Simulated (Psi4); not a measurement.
**UHF/def2-TZVP (density fitting, core potential, sweep point 9) run of SnHClF (SMILES [F][SnH][Cl])**

We compute the energy of SnHClF. 

The calculation is run with Psi4 1.11.

3 further runs of the same task are left out: 3 set aside as unsound or not needed.

### 1 The structure to begin with

SnHClF has 4 atoms, charge 0, and is taken as a doublet. As SMILES, `[F][SnH][Cl]`. The coordinates come from a PBE0-D4/def2-TZVP relaxation.

Bond lengths: F1–Sn2 1.923 Å, Sn2–Cl3 2.331 Å, Sn2–H4 1.741 Å. Angles: F1–Sn2–Cl3 103.7°, F1–Sn2–H4 104.5°, Cl3–Sn2–H4 108.4°.

### 2 The energy at UHF/def2-TZVP (density fitting, core potential, sweep point 9)

The input, job.in:

```
memory 1600 MB

molecule {
  0 2
  F     -1.514800     0.261000     0.860600
  Sn    -0.250500    -0.208700    -0.509900
  Cl     1.378000    -1.422400     0.633500
  H      0.442800     1.309900    -1.004300
  units angstrom
  symmetry c1
}

set {
  basis def2-TZVP
  reference uhf
  scf_type df
  diis false
  scf_initial_accelerator none
  maxiter 80
}

result, w = energy('hf', return_wfn=True)
```

The run is started by

```sh
$ psi4 -n 1 job.in job.out
```

job.out:

```text
Psi4 1.11 release

   => Loading Basis Set <=

    Name: DEF2-TZVP
    Role: ORBITAL
    Keyword: BASIS

    !!!  WARNING: ECP capability is in beta. Please check occupations closely.  !!!

         ---------------------------------------------------------
                                   SCF
                              UHF Reference
                        1 Threads,   1525 MiB Core
         ---------------------------------------------------------

  ==> Geometry <==

    Molecular point group: c1
    Full point group: C1

    Geometry (in Angstrom), charge = 0, multiplicity = 2:

       Center              X                  Y                   Z               Mass
    ------------   -----------------  -----------------  -----------------  -----------------
         F           -1.456582382747     0.652614916003     0.995823380739    18.998403162730
         SN          -0.192282382747     0.182914916003    -0.374676619261   119.902201630000
         CL           1.436217617253    -1.030785083997     0.768723380739    34.968852682000
         H            0.501017617253     1.701514916003    -0.869076619261     1.007825032230

  Running in c1 symmetry.

  Rotational constants: A =      0.31255  B =      0.09644  C =      0.07524 [cm^-1]
  Rotational constants: A =   9369.99636  B =   2891.20270  C =   2255.52980 [MHz]
  Nuclear repulsion =  174.577244386633652

  Charge       = 0
  Multiplicity = 2
  Electrons    = 49
  Nalpha       = 25
  Nbeta        = 24

  ==> Algorithm <==

  SCF Algorithm Type is DF.
  DIIS disabled.
  MOM disabled.
  Fractional occupation disabled.
  Guess Type is SAD.
  Energy threshold   = 1.00e-06
  Density threshold  = 1.00e-06
  Integral threshold = 1.00e-12

  ==> Primary Basis <==

  Basis Set: DEF2-TZVP
    Blend: DEF2-TZVP
    Number of shells: 44
    Number of basis functions: 124
    Number of Cartesian functions: 143
    Spherical Harmonics?: true
    Max angular momentum: 3

  Core potential: DEF2-TZVP
    Number of shells: 4
    Number of ECP primitives: 18
    Number of ECP core electrons: 28
    Max angular momentum: 3

   => Loading Basis Set <=

    Name: (DEF2-TZVP AUX)
    Role: JKFIT
    Keyword: DF_BASIS_SCF

  ==> Integral Setup <==

  DFHelper Memory: AOs need 0.054 GiB; user supplied 1.118 GiB.
  SCF_SUBTYPE=INCORE selected. In-core MEM_DF algorithm will be used.
  Using in-core AOs.

  ==> MemDFJK: Density-Fitted J/K Matrices <==

    J tasked:                   Yes
    K tasked:                   Yes
    wK tasked:                   No
    Memory [MiB]:              1144
    Algorithm:                 Core
    Schwarz Cutoff:           1E-12
    Mask sparsity (%):       3.5380
    Fitting Condition:        1E-10

   => Auxiliary Basis Set <=

  Basis Set: (DEF2-TZVP AUX)
    Blend: DEF2-UNIVERSAL-JKFIT
    Number of shells: 115
    Number of basis functions: 441
    Number of Cartesian functions: 577
    Spherical Harmonics?: true
    Max angular momentum: 5

  Minimum eigenvalue in the overlap matrix is 4.0306250954E-03.
  Reciprocal condition number of the overlap matrix is 9.4582547412E-04.
    Using symmetric orthogonalization.

  ==> Pre-Iterations <==

  SCF Guess: Superposition of Atomic Densities via on-the-fly atomic UHF (no occupation information).

 WARNING: Atomic UHF is not converging! Try casting from a smaller basis or call Rob at CCMST.
   -------------------------
    Irrep   Nso     Nmo
   -------------------------
     A        124     124
   -------------------------
    Total     124     124
   -------------------------

  ==> Iterations <==

                           Total Energy        Delta E     RMS |[F,P]|

   @DF-UHF iter SAD:  -770.96168241082626   -7.70962e+02   0.00000e+00
   @DF-UHF iter   1:  -772.87791532527933   -1.91623e+00   4.37183e-03
   @DF-UHF iter   2:  -772.94858559379270   -7.06703e-02   2.92585e-03
   @DF-UHF iter   3:  -772.96866490266359   -2.00793e-02   2.00028e-03
   @DF-UHF iter   4:  -772.97621281537090   -7.54791e-03   1.44436e-03
   @DF-UHF iter   5:  -772.98028972443444   -4.07691e-03   1.07309e-03
   @DF-UHF iter   6:  -772.98231472918360   -2.02500e-03   7.92558e-04
   @DF-UHF iter   7:  -772.98347839258486   -1.16366e-03   5.91515e-04
   @DF-UHF iter   8:  -772.98409395748581   -6.15565e-04   4.38688e-04
   @DF-UHF iter   9:  -772.98444401872689   -3.50061e-04   3.27061e-04
   @DF-UHF iter  10:  -772.98463337754663   -1.89359e-04   2.42923e-04
   @DF-UHF iter  11:  -772.98473987076522   -1.06493e-04   1.80948e-04
   @DF-UHF iter  12:  -772.98479809342587   -5.82227e-05   1.34498e-04
   @DF-UHF iter  13:  -772.98483061230024   -3.25189e-05   1.00135e-04
   @DF-UHF iter  14:  -772.98484849180397   -1.78795e-05   7.44582e-05
   @DF-UHF iter  15:  -772.98485843889966   -9.94710e-06   5.54204e-05
   @DF-UHF iter  16:  -772.98486392491213   -5.48601e-06   4.12177e-05
   @DF-UHF iter  17:  -772.98486697036321   -3.04545e-06   3.06752e-05
   @DF-UHF iter  18:  -772.98486865286770   -1.68250e-06   2.28161e-05
   @DF-UHF iter  19:  -772.98486958575791   -9.32890e-07   1.69794e-05
   @DF-UHF iter  20:  -772.98487010164183   -5.15884e-07   1.26296e-05
   @DF-UHF iter  21:  -772.98487038749488   -2.85853e-07   9.39867e-06
   @DF-UHF iter  22:  -772.98487054565658   -1.58162e-07   6.99098e-06
   @DF-UHF iter  23:  -772.98487063326581   -8.76092e-08   5.20256e-06
   @DF-UHF iter  24:  -772.98487068175325   -4.84874e-08   3.86976e-06
   @DF-UHF iter  25:  -772.98487070860790   -2.68547e-08   2.87986e-06
   @DF-UHF iter  26:  -772.98487072347405   -1.48661e-08   2.14205e-06
   @DF-UHF iter  27:  -772.98487073170679   -8.23275e-09   1.59414e-06
   @DF-UHF iter  28:  -772.98487073626438   -4.55759e-09   1.18570e-06
   @DF-UHF iter  29:  -772.98487073878857   -2.52419e-09   8.82440e-07
  Energy and wave function converged.

  ==> Post-Iterations <==

   @Spin Contamination Metric:   1.296805707E-02
   @S^2 Expected:                7.500000000E-01
   @S^2 Observed:                7.629680571E-01
   @S   Expected:                5.000000000E-01
   @S   Observed:                5.000000000E-01

    Orbital Energies [Eh]
    ---------------------

    Alpha Occupied:

       1A   -104.828112     2A    -26.247545     3A    -10.556657
       4A     -8.025024     5A     -8.021963     6A     -8.021833
       7A     -5.926002     8A     -4.117960     9A     -4.113497
      10A     -4.111406    11A     -1.539546    12A     -1.386818
      13A     -1.382515    14A     -1.379291    15A     -1.378116
      16A     -1.368309    17A     -1.080609    18A     -0.709962
      19A     -0.619658    20A     -0.613565    21A     -0.585065
      22A     -0.514121    23A     -0.476242    24A     -0.467773
      25A     -0.377318

    Alpha Virtual:

      26A      0.058818    27A      0.070487    28A      0.115383
      29A      0.157918    30A      0.196168    31A      0.210906
      32A      0.259231    33A      0.280970    34A      0.291518
      35A      0.335389    36A      0.346654    37A      0.399217
      38A      0.459478    39A      0.522843    40A      0.534577
      41A      0.540509    42A      0.630454    43A      0.651121
      44A      0.668655    45A      0.674800    46A      0.700856
      47A      0.782041    48A      0.825933    49A      0.833820
      50A      0.842763    51A      0.872142    52A      0.898451
      53A      0.950059    54A      0.976980    55A      1.008352
      56A      1.058889    57A      1.087763    58A      1.134629
      59A      1.163840    60A      1.218998    61A      1.231796
      62A      1.287491    63A      1.301079    64A      1.320225
      65A      1.433955    66A      1.552025    67A      1.887938
      68A      1.901369    69A      2.108987    70A      2.116558
      71A      2.190719    72A      2.199807    73A      2.209932
      74A      2.284106    75A      2.297401    76A      2.305566
      77A      2.381136    78A      2.385665    79A      2.408794
      80A      2.410643    81A      2.432920    82A      2.435746
      83A      2.469013    84A      2.491634    85A      2.523833
      86A      2.551762    87A      2.568747    88A      2.574656
      89A      2.623292    90A      2.695775    91A      2.727316
      92A      2.778296    93A      2.838595    94A      2.850383
      95A      2.911016    96A      2.997394    97A      3.083618
      98A      3.722477    99A      3.756330   100A      3.779642
     101A      4.119745   102A      4.430547   103A      7.432189
     104A      7.434973   105A      7.441522   106A      7.442003
     107A      7.445087   108A      7.449926   109A      7.463203
     110A      8.931600   111A      8.938229   112A      9.072030
     113A      9.083652   114A      9.333974   115A     11.486855
     116A     11.493091   117A     11.665173   118A     25.665766
     119A     36.890803   120A     37.404411   121A     37.473053
     122A     37.501336   123A     58.660582   124A    114.027735

    Beta Occupied:

       1A   -104.826781     2A    -26.244547     3A    -10.555367
       4A     -8.021754     5A     -8.021184     6A     -8.019394
       7A     -5.920675     8A     -4.113329     9A     -4.111728
      10A     -4.108294    11A     -1.531518    12A     -1.383296
      13A     -1.376320    14A     -1.375717    15A     -1.374611
      16A     -1.363930    17A     -1.070445    18A     -0.678786
      19A     -0.611281    20A     -0.602268    21A     -0.557262
      22A     -0.480643    23A     -0.467462    24A     -0.459095

    Beta Virtual:

      25A     -0.028153    26A      0.075348    27A      0.084841
      28A      0.136175    29A      0.182781    30A      0.209887
      31A      0.227095    32A      0.274352    33A      0.309108
      34A      0.314447    35A      0.345499    36A      0.356006
      37A      0.412983    38A      0.479676    39A      0.526277
      40A      0.540363    41A      0.552175    42A      0.635546
      43A      0.660053    44A      0.678884    45A      0.687214
      46A      0.705509    47A      0.790836    48A      0.834418
      49A      0.848872    50A      0.863358    51A      0.879629
      52A      0.912324    53A      0.964870    54A      0.993201
      55A      1.019272    56A      1.074563    57A      1.097824
      58A      1.149864    59A      1.176356    60A      1.229431
      61A      1.239687    62A      1.304724    63A      1.318881
      64A      1.338340    65A      1.447699    66A      1.559436
      67A      1.911976    68A      1.924351    69A      2.110575
      70A      2.118498    71A      2.194659    72A      2.203413
      73A      2.214316    74A      2.294328    75A      2.299351
      76A      2.310555    77A      2.384220    78A      2.388876
      79A      2.411231    80A      2.412251    81A      2.436206
      82A      2.440657    83A      2.473149    84A      2.498701
      85A      2.533698    86A      2.556697    87A      2.571125
      88A      2.576597    89A      2.628115    90A      2.701215
      91A      2.733238    92A      2.782995    93A      2.843037
      94A      2.854997    95A      2.917244    96A      3.006923
      97A      3.092876    98A      3.730410    99A      3.758287
     100A      3.785564   101A      4.127918   102A      4.434386
     103A      7.434167   104A      7.437004   105A      7.443129
     106A      7.443189   107A      7.447535   108A      7.451936
     109A      7.465821   110A      8.934747   111A      8.941306
     112A      9.078096   113A      9.087595   114A      9.339222
     115A     11.488727   116A     11.493858   117A     11.668291
     118A     25.667471   119A     36.891975   120A     37.409489
     121A     37.473568   122A     37.502252   123A     58.662294
     124A    114.027918

    Final Occupation by Irrep:
              A
    DOCC [    24 ]
    SOCC [     1 ]
    NA   [    25 ]
    NB   [    24 ]

  @DF-UHF Final Energy:  -772.98487073878857

   => Energetics <=

    Nuclear Repulsion Energy =            174.5772443866336516
    One-Electron Energy =               -1499.9996396749811538
    Two-Electron Energy =                 552.4375245495590434
    Total Energy =                       -772.9848707387885725

  UHF NO Occupations:
  HONO-2 :   23  A 1.9991275
  HONO-1 :   24  A 1.9950162
  HONO-0 :   25  A 1.0000000
  LUNO+0 :   26  A 0.0049838
  LUNO+1 :   27  A 0.0008725
  LUNO+2 :   28  A 0.0002879
  LUNO+3 :   29  A 0.0001278

Computation Completed

Properties will be evaluated at   0.000000,   0.000000,   0.000000 [a0]

Properties computed using the SCF density matrix

 Multipole Moments:

 ------------------------------------------------------------------------------------
     Multipole            Electronic (a.u.)      Nuclear  (a.u.)        Total (a.u.)
 ------------------------------------------------------------------------------------

 L = 1.  Multiply by 2.5417464519 to convert [e a0] to [Debye]
 Dipole X            :        -14.2877448           14.3189523            0.0312075
 Dipole Y            :         11.3223231          -11.1950571            0.1272660
 Dipole Z            :        -25.7635804           24.4128912           -1.3506892
 Magnitude           :                                                    1.3570306

 ------------------------------------------------------------------------------------

	total time  =          3 seconds =       0.05 minutes

    Psi4 run time: 0:00:03.12
```

Wall time 3.9 s (1 thread of Intel Xeon 6975P-C (Granite Rapids), shared host); peak memory 0.24 GiB.

### 3 Outcome

At UHF/def2-TZVP (density fitting, core potential, sweep point 9):

```
                          quantity          value
                      total energy  -772.98487 Eh
                     dipole moment         3.45 D
HOMO energy (highest over α and β)      -10.27 eV
 LUMO energy (lowest over α and β)       -0.77 eV
                              ⟨S²⟩          0.763
```
